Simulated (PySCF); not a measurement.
**C₂H₇B₂N: fields and orbitals**

Aim: take C₂H₇B₂N and localise its valence orbitals and pull one bond apart with RHF, UHF and CASSCF.

Program: PySCF 2.14.0. Level of theory: levels as typed in each script, gas phase, geometry from GFN2-xTB. These are calculated values, not measurements.

## (1) The system as given

SMILES `BN(B)C=C`, 12 atoms, charge 0, spin multiplicity 1.

Bond lengths: B1–N2 1.420 Å, B1–H6 1.170 Å, B1–H7 1.168 Å, N2–B3 1.418 Å, N2–C4 1.412 Å, B3–H8 1.167 Å, B3–H9 1.172 Å, C4–C5 1.323 Å, C4–H10 1.083 Å, C5–H11 1.075 Å, C5–H12 1.076 Å. Angles: N2–B1–H6 119.9°, N2–B1–H7 118.9°, H6–B1–H7 121.1°, B1–N2–B3 122.4°, B1–N2–C4 119.9°, B3–N2–C4 117.6°, N2–B3–H8 119.2°, N2–B3–H9 119.6°, H8–B3–H9 121.1°, N2–C4–C5 125.0°, N2–C4–H10 114.5°, C5–C4–H10 120.4°, C4–C5–H11 121.0°, C4–C5–H12 122.1°, H11–C5–H12 117.0°.

Geometry (Å):

```mol
C2H7B2N
  3D, bonds by distance, orders not assigned

 12 11  0  0  0  0  0  0  0  0999 V2000
    0.7237   -1.4210    0.1094 B   0  0
    0.5386   -0.0154    0.0355 N   0  0
    1.6178    0.8846   -0.1539 B   0  0
   -0.7463    0.5368    0.2279 C   0  0
   -1.8759    0.0001   -0.2027 C   0  0
   -0.1550   -2.1074    0.4651 H   0  0
    1.7710   -1.8670   -0.1503 H   0  0
    2.6816    0.4602   -0.3772 H   0  0
    1.4280    2.0391   -0.0846 H   0  0
   -0.7526    1.4933    0.7355 H   0  0
   -2.8201    0.4833   -0.0272 H   0  0
   -1.8972   -0.9327   -0.7387 H   0  0
  1  2  8  0
  2  3  8  0
  2  4  8  0
  4  5  8  0
  1  6  8  0
  1  7  8  0
  3  8  8  0
  3  9  8  0
  4 10  8  0
  5 11  8  0
  5 12  8  0
M  END
```

## (2) Localised orbitals (PBE/aug-cc-pvdz)

input.py

```python
import numpy as np
from pyscf import gto, scf, dft, lo
from pyscf.data.elements import chemcore

def solve(mol, dm0=None, hcore=None):
    mf = (dft.UKS if mol.spin else dft.RKS)(mol, xc='pbe')
    mf.grids.level = 3
    mf = mf.density_fit(auxbasis='def2-universal-jkfit')
    mf.conv_tol, mf.max_cycle = 1e-8, 80
    if hcore is not None:
        mf.get_hcore = lambda *args: hcore
    mf.kernel(dm0)
    if not mf.converged:
        mf = mf.newton().run(mf.mo_coeff, mf.mo_occ, max_cycle=30)
    assert mf.converged, 'SCF not converged'
    return mf

mol = gto.M(atom='''
B      0.72365    -1.42101     0.10944
N      0.53861    -0.01541     0.03552
B      1.61775     0.88460    -0.15393
C     -0.74629     0.53678     0.22788
C     -1.87586     0.00007    -0.20268
H     -0.15501    -2.10742     0.46512
H      1.77099    -1.86701    -0.15026
H      2.68163     0.46022    -0.37717
H      1.42797     2.03909    -0.08458
H     -0.75256     1.49330     0.73549
H     -2.82013     0.48333    -0.02724
H     -1.89721    -0.93266    -0.73869
''', basis='aug-cc-pvdz', charge=0, spin=0, verbose=4)
mf = solve(mol)
occ_all = mf.mo_coeff[:, mf.mo_occ > 0]
occ = occ_all[:, chemcore(mol):]
loc = lo.ibo.ibo(mol, occ, iaos=lo.iao.iao(mol, occ_all))
fock, s = mf.get_fock(), mf.get_ovlp()
ortho = lo.orth_ao(mol, 'meta_lowdin')
ortho = lo.vec_lowdin(lo.iao.iao(mol, occ_all), s)
labels = lo.iao.reference_mol(mol).ao_labels(fmt=None)
vir = lo.vvo.livvo(mol, occ_all, mf.mo_coeff[:, mf.mo_occ == 0])
both = np.hstack([loc, vir])
p = (ortho.T @ s @ both) ** 2
pop = np.array([p[[l[0] == a for l in labels]].sum(0) for a in range(mol.natm)])
spd = np.array([[p[[l[0] == a and l[2][-1] == k for l in labels]].sum(0) for k in 'spd'] for a in range(mol.natm)])
eps = np.einsum('pi,pq,qi->i', both, fock, both)
for i in np.argsort(eps):
    top = np.argsort(-pop[:, i])[:3]
    print('%3d %s %9.4f Eh ' % (i + 1, 'occ' if i < loc.shape[1] else 'vir', eps[i]), '  '.join('%s%d %.3f' % (mol.atom_symbol(a), a + 1, pop[a, i]) for a in top))
np.savez('result.npz', c=both, nocc=loc.shape[1], pop=pop, spd=spd, eps=eps, e=mf.e_tot)
```

Run with:

```sh
> OMP_NUM_THREADS=1 python input.py
```

## (4) Stretching a bond (6-31+g*)

input.py

```python
import numpy as np
from pyscf import gto, scf, mcscf

mol = gto.M(atom='''
B      0.72365    -1.42101     0.10944
N      0.53861    -0.01541     0.03552
B      1.61775     0.88460    -0.15393
C     -0.74629     0.53678     0.22788
C     -1.87586     0.00007    -0.20268
H     -0.15501    -2.10742     0.46512
H      1.77099    -1.86701    -0.15026
H      2.68163     0.46022    -0.37717
H      1.42797     2.03909    -0.08458
H     -0.75256     1.49330     0.73549
H     -2.82013     0.48333    -0.02724
H     -1.89721    -0.93266    -0.73869
''', basis='6-31+g*', charge=0, spin=0, verbose=4)
# stretch the bond between atoms 3 and 9, from long to short, fragments rigid
a, b, move = 2, 8, [8]
xyz = mol.atom_coords(unit='Angstrom')
u = xyz[b] - xyz[a]
r0 = np.linalg.norm(u)
rows, last, dm_u = [], None, None
for r in [3.22, 2.53, 2.07, 1.78, 1.55, 1.38, 1.26, 1.15, 1.06]:
    new = xyz.copy()
    new[move] += u / r0 * (r - r0)
    m = mol.set_geom_(new, unit='Angstrom', inplace=False)
    rhf = scf.RHF(m).density_fit(auxbasis='def2-universal-jkfit').run()
    uhf = scf.UHF(m).density_fit(auxbasis='def2-universal-jkfit').newton()
    if dm_u is None:
        c = rhf.mo_coeff
        h = m.nelectron // 2 - 1
        ca, cb = c.copy(), c.copy()
        ca[:, h], cb[:, h] = (c[:, h] + c[:, h + 1]) / 2**.5, (c[:, h] - c[:, h + 1]) / 2**.5
        dm_u = np.array([x[:, :h + 1] @ x[:, :h + 1].T for x in (ca, cb)])
    uhf.kernel(dm0=dm_u)
    for _ in range(3):
        c, _, stable, _ = uhf.stability(return_status=True)
        if stable:
            break
        uhf.kernel(c, uhf.mo_occ)
    dm_u = uhf.make_rdm1()
    mc = mcscf.CASSCF(rhf, 2, 2)
    mc.natorb = True
    mc.fix_spin_(ss=0)
    guess = mcscf.addons.make_natural_orbitals(uhf)[1] if last is None else mcscf.project_init_guess(mc, last.mo_coeff, last.mol)
    mc.kernel(guess)
    last = mc
    act = slice(mc.ncore, mc.ncore + mc.ncas)
    print('r %.3f  RHF %.6f  UHF %.6f  <S^2> %.3f  CASSCF %.6f  occupations' % (r, rhf.e_tot, uhf.e_tot, uhf.spin_square()[0], mc.e_tot), mc.mo_occ[act].round(4))
    rows.append((new, rhf.e_tot, uhf.e_tot, uhf.spin_square()[0], mc.e_tot, mc.mo_occ[act], mc.mo_coeff[:, act], dm_u[0] - dm_u[1], rhf.converged and uhf.converged and mc.converged))
    np.savez('result.npz', **{k: [row[i] for row in rows] for i, k in enumerate('xyz rhf uhf s2 cas occ c spin ok'.split())})
```

(Steps that only read results are left out.)

Before running it: what results should come out?

As calculated:

| quantity | value |
| --- | --- |
| localised occupied orbitals above −45 eV (PBE/aug-cc-pvdz) | 13 |
| cost of the stretch to 3.2 Å, CASSCF and RHF (6-31+g*) | 4.1 and 6.4 eV |

What this shows: RHF rises too steeply at long distance, since it keeps both electrons in one orbital and so mixes in ionic fragments. All values hold at the given geometry, in the gas phase.
